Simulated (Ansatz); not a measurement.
# BH₄NOSi: one species, many methods

Aim: compute BH₄NOSi with functionals from several rungs and with coupled cluster, and see how far each lands from CCSD(T) at the basis-set limit for the atomisation energy.

Computed with Ansatz 0.2.0, Gaussian basis. Level: functionals in def2-TZVPP, the program's frozen cores in correlated methods.

Levels to be run: LDA (SPW92), PBE-D4, revPBE-D4, BLYP-D4, r2SCAN-D4, B97M-V, PBE0-D4, B3LYP-D4, r2SCANh-D4, r2SCAN0-D4, HSE06-D4, BHLYP-D4, CAM-B3LYP-D4, LC-ωPBE, ωB97X-V, ωB97M-V, B2PLYP, PBE-QIDH; CCSD(T)/def2-SVP; CCSD(T)/def2-TZVPP; MP2/def2-QZVPP; extrapolation to the limit; RPA on PBE.

## Step 1: Structure used throughout

All runs share one geometry, relaxed beforehand with PBE0-D4 in a triple-zeta def2 set.

SMILES `O[SiH]1BN1`, 8 atoms, charge 0, spin multiplicity 1.

Atoms are counted from 1 here; the program's logs count them from 0.

Bond lengths: O1–Si2 1.644 Å, O1–H5 0.958 Å, Si2–B3 1.907 Å, Si2–N4 1.741 Å, Si2–H6 1.485 Å, B3–N4 1.392 Å, B3–H7 1.188 Å, N4–H8 1.011 Å. Angles: Si2–O1–H5 116.9°, O1–Si2–B3 124.0°, O1–Si2–N4 118.0°, O1–Si2–H6 107.8°, B3–Si2–N4 44.6°, B3–Si2–H6 128.1°, N4–Si2–H6 114.0°, Si2–B3–N4 61.4°, Si2–B3–H7 163.8°, N4–B3–H7 134.7°, Si2–N4–B3 74.1°, Si2–N4–H8 150.7°, B3–N4–H8 135.2°.

## Step 2: LDA

This LDA is Slater exchange with PW92 correlation.

Contents of in.yaml:

```yaml
crystal:
  periodic: [false, false, false]
  atoms:
    - {symbol: O, position_ang: [-0.643433, 1.097178, -1.432590]}
    - {symbol: Si, position_ang: [0.063540, 0.650348, -0.017183]}
    - {symbol: B, position_ang: [1.159990, -0.897331, 0.184688]}
    - {symbol: N, position_ang: [-0.182507, -0.980089, 0.541957]}
    - {symbol: H, position_ang: [-1.337360, 1.756132, -1.382259]}
    - {symbol: H, position_ang: [-0.249128, 1.690466, 0.995960]}
    - {symbol: H, position_ang: [2.068834, -1.662894, 0.164557]}
    - {symbol: H, position_ang: [-0.787936, -1.710909, 0.889071]}
basis:
  gaussian: {orbitals: def2-TZVPP}
hamiltonian: {xc: lda}
output: {orbitals: {seedname: orbitals}}
```

Launch:

```bash
$ ansatz run in.yaml --threads 2 --pin off --events-out ev --progress --plain --max-ram 4352MiB
```

The runs that follow: PBE-D4 (GGA); revPBE-D4 (GGA); BLYP-D4 (GGA); r2SCAN-D4 (meta-GGA); B97M-V (meta-GGA); PBE0-D4 (hybrid); B3LYP-D4 (hybrid); r2SCANh-D4 (hybrid); r2SCAN0-D4 (hybrid); HSE06-D4 (hybrid); BHLYP-D4 (hybrid); CAM-B3LYP-D4 (range-separated); LC-ωPBE (range-separated); ωB97X-V (range-separated); ωB97M-V (range-separated); B2PLYP (double hybrid); PBE-QIDH (double hybrid); CCSD(T) in def2-SVP; CCSD(T) in def2-TZVPP; MP2 in def2-QZVPP; RPA on PBE orbitals.

Before running them: what should the planned runs give, taken together? Wanted: atomisation energy, CCSD(T)/CBS; farthest beyond LDA; mean size of error, GGA; mean size of error, meta-GGA; mean size of error, hybrid; mean size of error, range-separated; mean size of error, double hybrid; gap, smallest and largest; T1 diagnostic.

**Answer**, as computed:

```
                               quantity                                                                 value
        atomisation energy, CCSD(T)/CBS                                                             30.431 eV
    functionals within 0.152 eV (0.5 %)  BLYP-D4, r2SCAN-D4, PBE0-D4, B3LYP-D4, r2SCANh-D4, HSE06-D4, LC-ωPBE
                    farthest beyond LDA                                                  BHLYP-D4 (-0.991 eV)
                mean size of error, GGA                                                              0.332 eV
           mean size of error, meta-GGA                                                              0.153 eV
             mean size of error, hybrid                                                              0.290 eV
    mean size of error, range-separated                                                              0.171 eV
      mean size of error, double hybrid                                                              0.279 eV
              gap, smallest and largest                             4.32 eV (LDA (SPW92)), 11.51 eV (LC-ωPBE)
                          T1 diagnostic                                                                0.0136
triples share of the correlation energy                                                                 3.9 %
```

In words: The LDA atomisation energy is off by 4.672 eV (15 %): it overbinds. PBE-D4 is off by +0.660 eV. Double hybrids carry the basis error of their MP2 part in triple zeta, and no dispersion term here, so their miss is partly the set-up's. By mean error the best rung here is meta-GGA (0.153 eV) and the worst beyond LDA is GGA (0.332 eV). The gap between the best rungs is small, so their order is not settled. The reference freezes the cores and leaves out relativity and excitations past (T), so misses under about 0.152 eV can't be ranked. Hartree-Fock recovers 70 % of the binding; the rest is correlation. CCSD(T) in def2-SVP is off by -2.379 eV, worse than the median functional, from the basis alone. Orbital gaps span 4.3 to 11.5 eV; exact exchange widens them.
